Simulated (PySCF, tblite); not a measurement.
# C₆H₁₀BFSe: geometry, infrared bands and NMR shifts

What infrared bands and NMR shifts should C₆H₁₀BFSe (`C=CC[C@@H]1C[Se][C@H]1BF`) show?

The runs use tblite 0.8.0 and PySCF 2.14.0, with density-fitted response routines of our own; the level of theory stands in each step. All values are computed, except where a source is named. Atoms are numbered from 0 throughout.

### Step 1. The starting structure

19 atoms, charge 0, multiplicity 1; geometry from: force field or distance geometry start.

Bonds of the start (Å): C0–C1 1.31, C1–C2 1.49, C2–C3 1.54, C3–C4 1.52, C4–Se5 1.96, Se5–C6 1.94, C6–B7 1.58, B7–F8 1.47, C6–C3 1.51, C0–H9 1.09, C0–H10 1.09, C1–H11 1.10, C2–H12 1.11, C2–H13 1.13, C3–H14 1.12, C4–H15 1.12, C4–H16 1.10, C6–H17 1.10, B7–H18 1.20.

### Step 2. Optimising the geometry with GFN2-xTB

The job: settings as JSON, then the geometry in Å.

```
{"job": {"kind": "relax", "xc": "GFN2-xTB", "basis": "xTB"}, "charge": 0, "multiplicity": 1}
C      2.582000     0.909700    -1.171800
C      2.040700     0.367400    -0.106900
C      1.075200    -0.761400    -0.123900
C     -0.245300    -0.325600     0.530100
C     -1.226300    -1.492200     0.502900
Se    -1.581300    -1.059100    -1.377900
C     -1.076400     0.535300    -0.388200
B     -2.338800     1.177000     0.318400
F     -3.583100     0.398900     0.308100
H      2.344900     0.604400    -2.188000
H      3.279800     1.729400    -1.008100
H      2.327800     0.735600     0.889900
H      1.454300    -1.648200     0.427200
H      0.802600    -1.068000    -1.173300
H     -0.070100     0.118200     1.541300
H     -2.130100    -1.331100     1.152300
H     -0.751400    -2.473300     0.660000
H     -0.469900     1.227400    -0.983100
H     -2.444400     2.364900     0.198400
```

Command:

```console
$ OMP_NUM_THREADS=1 python probes_run.py task.json out
```

The driver reads the jobs from task.json and runs them one after another.

Standard output:

```text
step      E/eV     max force
  0    -735.72608    3.540
  1    -736.15254    2.281
  2    -736.27374    5.133
  3    -736.47633    0.941
  4    -736.52954    0.573
  5    -736.59108    0.423
  6    -736.60446    0.402
  7    -736.63208    0.403
  8    -736.64407    0.357
  9    -736.65975    0.342
 10    -736.67202    0.284
 11    -736.68280    0.230
 12    -736.69111    0.241
 13    -736.69976    0.315
 14    -736.71032    0.331
 15    -736.72236    0.257
 16    -736.73391    0.242
 17    -736.74513    0.278
 18    -736.75744    0.299
 19    -736.76860    0.234
 20    -736.77682    0.235
 21    -736.78308    0.208
 22    -736.78855    0.187
 23    -736.79407    0.178
 24    -736.79987    0.182
 25    -736.80514    0.178
 26    -736.80942    0.186
 27    -736.81324    0.195
 28    -736.81713    0.159
 29    -736.82155    0.152
 30    -736.82579    0.226
 31    -736.82899    0.231
 32    -736.83292    0.135
 33    -736.83705    0.142
 34    -736.84055    0.166
 35    -736.84611    0.183
 36    -736.85105    0.178
 37    -736.85565    0.153
 38    -736.85994    0.169
 39    -736.86528    0.197
 40    -736.87253    0.226
 41    -736.87661    0.560
 42    -736.88759    0.274
 43    -736.89481    0.229
 44    -736.90570    0.218
 45    -736.90898    0.162
 46    -736.91500    0.139
 47    -736.91931    0.140
 48    -736.92177    0.117
 49    -736.92439    0.140
 50    -736.92604    0.096
 51    -736.92747    0.098
 52    -736.92867    0.120
 53    -736.93015    0.105
 54    -736.93160    0.114
 55    -736.93564    0.142
 56    -736.94021    0.228
 57    -736.94555    0.243
 58    -736.94939    0.166
 59    -736.95204    0.225
 60    -736.95357    0.169
 61    -736.95733    0.140
 62    -736.96106    0.131
 63    -736.96352    0.111
 64    -736.96517    0.096
 65    -736.96698    0.104
 66    -736.96884    0.087
 67    -736.97048    0.069
 68    -736.97150    0.093
 69    -736.97285    0.119
 70    -736.97432    0.133
 71    -736.97574    0.110
 72    -736.97685    0.083
 73    -736.97773    0.079
 74    -736.97864    0.076
 75    -736.97966    0.065
 76    -736.98046    0.054
 77    -736.98103    0.052
 78    -736.98147    0.052
 79    -736.98184    0.038
 80    -736.98214    0.044
 81    -736.98236    0.041
 82    -736.98255    0.037
 83    -736.98277    0.036
 84    -736.98298    0.030
 85    -736.98313    0.030
 86    -736.98324    0.025
 87    -736.98334    0.019
 88    -736.98343    0.020
 89    -736.98351    0.015
 90    -736.98356    0.015
 91    -736.98360    0.015
 92    -736.98362    0.012
 93    -736.98364    0.009
```

It took 1.3 s on 1 thread of Arm Neoverse N1, shared host.

The steps of the relaxation: (not every step is listed)

```
step  energy from step 0 (eV)  largest force (eV/Å)
   0                   0.0000                3.5395
   1                  -0.4265                2.2806
   2                  -0.5477                5.1325
   3                  -0.7502                0.9414
   4                  -0.8035                0.5726
   5                  -0.8650                0.4234
   6                  -0.8784                0.4018
   7                  -0.9060                0.4034
   8                  -0.9180                0.3568
  16                  -1.0078                0.2418
  24                  -1.0738                0.1817
  32                  -1.1068                0.1354
  40                  -1.1464                0.2258
  48                  -1.1957                0.1166
  56                  -1.2141                0.2278
  64                  -1.2391                0.0961
  72                  -1.2508                0.0832
  80                  -1.2561                0.0436
  88                  -1.2573                0.0203
  89                  -1.2574                0.0152
  90                  -1.2575                0.0152
  91                  -1.2575                0.0146
  92                  -1.2575                0.0119
  93                  -1.2576                0.0093
```

Close pairs (by a distance rule), those that changed most:

| bond | before (Å) | after (Å) | change (Å) |
| --- | --- | --- | --- |
| B7–F8 | 1.468 | 1.325 | -0.142 |
| Se5–C6 | 1.943 | 2.036 | +0.092 |
| C4–H15 | 1.125 | 1.089 | -0.036 |
| C2–H13 | 1.127 | 1.093 | -0.033 |
| B7–H18 | 1.199 | 1.173 | -0.026 |
| C6–B7 | 1.583 | 1.557 | -0.025 |
| C4–Se5 | 1.962 | 1.987 | +0.024 |
| C3–C6 | 1.508 | 1.532 | +0.024 |

The final coordinates are the input of the step that follows.

### Step 3. Infrared spectrum with GFN2-xTB

The job: settings as JSON, then the geometry in Å.

```
{"job": {"kind": "ir", "xc": "GFN2-xTB", "basis": "xTB"}, "charge": 0, "multiplicity": 1}
C      2.551947     0.962929    -1.081326
C      2.020230     0.409049    -0.008192
C      1.103732    -0.771803    -0.036157
C     -0.285567    -0.411325     0.495156
C     -1.263083    -1.580303     0.353955
Se    -2.099176    -0.867003    -1.300993
C     -0.997985     0.596567    -0.412734
B     -2.296532     1.289136     0.096286
F     -2.786336     0.948860     1.279805
H      2.366503     0.573672    -2.069514
H      3.203720     1.817503    -1.021082
H      2.219158     0.816702     0.974660
H      1.520864    -1.569417     0.586177
H      1.006471    -1.146257    -1.058740
H     -0.201544    -0.052252     1.525700
H     -2.007753    -1.626770     1.147064
H     -0.804220    -2.556053     0.203369
H     -0.357914     1.107629    -1.128714
H     -2.902320     2.068388    -0.537020
```

Standard output:

```text
mode    cm-1     km/mol
  1      46.2      0.03
  2      58.1      0.88
  3      75.1      2.93
  4     105.0      2.93
  5     134.3      2.39
  6     196.6      3.36
  7     215.2     13.61
  8     302.0      0.31
  9     359.5      0.50
 10     425.1      1.76
 11     452.3      0.95
 12     538.2      1.90
 13     564.8     38.20
 14     640.8      2.01
 15     699.4     47.45
 16     718.4     96.89
 17     801.4      2.97
 18     837.5      6.70
 19     898.4     14.71
 20     926.4      1.39
 21     952.5      2.42
 22     971.7      6.15
 23     992.2      2.56
 24    1015.1     11.32
 25    1024.7      7.10
 26    1031.6     26.85
 27    1067.4      5.77
 28    1112.1      1.56
 29    1129.9     14.73
 30    1158.6     16.40
 31    1192.2      7.04
 32    1220.6     40.68
 33    1237.5      3.69
 34    1256.8    289.39
 35    1281.4     29.41
 36    1307.6      4.20
 37    1338.3     15.48
 38    1416.3      2.21
 39    1420.6      6.46
 40    1471.3      1.64
 41    1720.0     11.16
 42    2628.1    115.71
 43    2935.4     21.03
 44    2948.4     40.77
 45    2968.4     31.90
 46    2987.3      2.06
 47    2990.3     17.72
 48    2992.2     30.30
 49    3055.2     37.66
 50    3097.6     22.32
 51    3127.7     51.64
```

Wall time 1.3 s (1 thread of Arm Neoverse N1, shared host).

Which atoms move in the most intense modes:

```
cm⁻¹  km/mol                                 atoms
 565    38.2             B7 23 %, C6 21 %, C4 19 %
 699    47.5   H18 39 %, C4 19 %, B7 16 %, C6 13 %
 718    96.9   H18 28 %, C6 19 %, C4 19 %, B7 13 %
1221    40.7  H17 30 %, H14 19 %, C6 14 %, B7 13 %
1257   289.4                      B7 52 %, F8 13 %
2628   115.7                              H18 92 %
2948    40.8                              H12 86 %
3128    51.6                     H10 71 %, H9 18 %
```

### Step 4. Shielding tensors: PBE0/pcSseg-1

The job, as its differences from that of step 3:

```diff
@@ -1,2 +1,2 @@
-{"job": {"kind": "ir", "xc": "GFN2-xTB", "basis": "xTB"}, "charge": 0, "multiplicity": 1}
+{"job": {"kind": "nmr", "xc": "PBE0", "basis": "pcSseg-1"}, "charge": 0, "multiplicity": 1}
 C      2.551947     0.962929    -1.081326
```

With the program's defaults for keys left out, this is: GIAO PBE0/pcSseg-1 NMR shielding, non-relativistic, gas phase.

Standard output:

```text
coarse grid: 73616 points
cycle   1  E = -2759.8548341253  dE =  6.191e-02  |g| = 8.470e-01  |ddm| = 4.083e+00
cycle   2  E = -2759.8174057391  dE =  3.743e-02  |g| = 8.510e-01  |ddm| = 1.016e+00
cycle   3  E = -2759.9149698603  dE = -9.756e-02  |g| = 2.037e-01  |ddm| = 7.592e-01
cycle   4  E = -2759.9220170751  dE = -7.047e-03  |g| = 4.791e-02  |ddm| = 2.029e-01
cycle   5  E = -2759.9225326938  dE = -5.156e-04  |g| = 1.794e-02  |ddm| = 5.765e-02
cycle   6  E = -2759.9226033155  dE = -7.062e-05  |g| = 4.238e-03  |ddm| = 1.708e-02
cycle   7  E = -2759.9226069468  dE = -3.631e-06  |g| = 1.306e-03  |ddm| = 5.188e-03
final grid: 156856 points
cycle   8  E = -2759.9226058060  dE =  6.043e-07  |g| = 2.062e-03  |ddm| = 4.150e-03
cycle   9  E = -2759.9226035530  dE =  2.253e-06  |g| = 3.580e-03  |ddm| = 5.614e-03
cycle  10  E = -2759.9226069702  dE = -3.417e-06  |g| = 2.710e-04  |ddm| = 3.452e-03
cycle  11  E = -2759.9226069874  dE = -1.717e-08  |g| = 3.386e-05  |ddm| = 2.733e-04
cycle  12  E = -2759.9226069877  dE = -2.688e-10  |g| = 7.677e-06  |ddm| = 3.547e-05
converged SCF energy = -2759.9226069877

GIAO shielding tensors (ppm)
atom      isotropic    diamagn.    paramagn.     s11        s22        s33       span
  0 C       61.141     253.386    -192.245    -53.400     79.790    157.034    210.433
  1 C       41.212     256.151    -214.940    -77.885     43.898    157.622    235.507
  2 C      141.840     247.545    -105.705    120.063    143.841    161.616     41.553
  3 C      149.382     246.443     -97.062    131.776    155.561    160.808     29.032
  4 C      156.592     249.937     -93.345    142.330    147.977    179.469     37.139
  5 Se    1705.009    3001.217   -1296.208   1129.739   1310.085   2675.203   1545.464
  6 C      141.806     250.397    -108.591    105.028    142.182    178.207     73.179
  7 B       69.679     189.906    -120.227     45.603     69.193     94.240     48.637
  8 F      283.756     469.174    -185.419    127.640    228.764    494.864    367.224
  9 H       25.991      31.139      -5.148     22.243     25.297     30.433      8.189
 10 H       26.187      28.430      -2.243     23.114     25.240     30.206      7.092
 11 H       25.756      31.432      -5.676     23.266     25.167     28.835      5.570
 12 H       29.095      30.694      -1.598     24.784     27.791     34.710      9.926
 13 H       28.675      32.365      -3.690     25.146     29.900     30.977      5.831
 14 H       29.232      32.841      -3.609     23.468     28.699     35.528     12.060
 15 H       27.860      30.250      -2.390     23.462     25.954     34.165     10.704
 16 H       29.432      30.588      -1.156     25.833     26.027     36.435     10.602
 17 H       28.216      32.018      -3.802     24.528     26.929     33.191      8.662
 18 H       26.814      28.815      -2.001     24.522     25.203     30.718      6.196
```

Run time: 99 s. Hardware: 1 thread of Arm Neoverse N1, shared host; peak memory 1.1 GiB.

Shifts follow as δ = σ(reference) − σ, with reference shieldings (ppm) from runs at the same level and on the same kind of geometry: ¹H TMS 31.72, ¹³C TMS 186.9, ¹⁹F CFCl3 170.9, ¹¹B BF3·OEt2 100.1, ⁷⁷Se Me2Se 1758. The references are single molecules in the gas phase, so shifts against H2O, NH3, PH3, H3PO4 or CFCl3 are not on the usual liquid scales and can be off by tens of ppm.

```
atoms                                   environment  σ (ppm)  δ (ppm)
   C1                                     alkene CH     41.2    145.7
   C0                          terminal =CH2 carbon     61.1    125.8
   C6                     sp3 CH bonded to B and Se    141.8     45.1
   C2                               allylic sp3 CH2    141.8     45.1
   C3                              sp3 CH in a ring    149.4     37.5
   C4                          sp3 CH2 bonded to Se    156.6     30.3
  H11                      hydrogen on an alkene CH    25.76     5.96
   H9            hydrogen on a terminal =CH2 carbon    25.99     5.73
  H10            hydrogen on a terminal =CH2 carbon    26.19     5.53
  H18            hydrogen on a boron bonded to C, F    26.81     4.90
  H15           hydrogen on an sp3 CH2 bonded to Se    27.86     3.86
  H17      hydrogen on an sp3 CH bonded to B and Se    28.22     3.50
  H13                hydrogen on an allylic sp3 CH2    28.67     3.04
  H12                hydrogen on an allylic sp3 CH2    29.10     2.62
  H14               hydrogen on an sp3 CH in a ring    29.23     2.49
  H16           hydrogen on an sp3 CH2 bonded to Se    29.43     2.29
  Se5  selenium bonded to 2 C, in a 4-membered ring     1705       53
   B7                       boron bonded to C, F, H     69.7     30.4
   F8                          fluorine bonded to B    283.8   -112.8
```

Charges from the same density, by scheme (e):

```
atoms  Mulliken    IAO  Hirshfeld  ESP fit
   C0     -0.14  -0.32      -0.10    -0.49
   C1     -0.24  -0.13      -0.03    -0.10
   C2     -0.10  -0.26      -0.07     0.00
   C3     -0.29  -0.10      -0.03    -0.36
   C4     -0.16  -0.35      -0.08     0.01
  Se5     -0.14   0.15       0.08    -0.13
   C6     -0.37  -0.32      -0.10     0.08
   B7      0.58   0.32       0.16     0.25
   F8     -0.31  -0.32      -0.13    -0.23
```

Mayer bond orders: C0–C1 1.98, C1–C2 1.04, C2–C3 0.99, C3–C4 0.98, C4–Se5 1.01, Se5–C6 0.96, C6–B7 0.88, B7–F8 1.09, C6–C3 0.94.

Ring of atoms C3, C4, Se5, C6: NICS(0) -3.9, NICS(1) 0.0, NICS(1)zz 5.9 ppm (means of both faces).

### Step 5. Summary of results

```
                                   quantity                                                           value
  strongest single infrared mode (GFN2-xTB)                                           1257 cm⁻¹, 289 km/mol
               zero-point energy (GFN2-xTB)                                                   91.6 kcal/mol
     ¹³C shifts against TMS (PBE0/pcSseg-1)                        145.7, 125.8, 45.1, 45.1, 37.5, 30.3 ppm
      ¹H shifts against TMS (PBE0/pcSseg-1)  5.96, 5.73, 5.53, 4.90, 3.86, 3.50, 3.04, 2.62, 2.49, 2.29 ppm
  ⁷⁷Se shifts against Me2Se (PBE0/pcSseg-1)                                                          53 ppm
¹¹B shifts against BF3·OEt2 (PBE0/pcSseg-1)                                                        30.4 ppm
   ¹⁹F shifts against CFCl3 (PBE0/pcSseg-1)                                                      -112.8 ppm
```

**Reading.** Over 93 steps the energy fell by 1.258 eV; of the close pairs, B7–F8 changed most, 1.468 to 1.325 Å. All 51 modes are real, so the xTB geometry is a minimum. The strongest single mode, at 1257 cm⁻¹, moves mainly B7. GFN2-xTB is a fitted tight-binding method: band positions and strengths are rough. Its intensities can rank the bands wrongly. C1 (alkene CH) lies farthest downfield among carbon, at 145.7 ppm; as expected for a trigonal carbon in a double bond. H11 (hydrogen on an alkene CH) lies farthest downfield among hydrogen, at 5.96 ppm; olefinic region. At PBE0/pcSseg-1: The widest tensor belongs to Se5: span 1545 ppm, with a paramagnetic part of -1296 ppm. Spin-orbit coupling is left out, which matters for shieldings and couplings at and beside the heavy atoms.
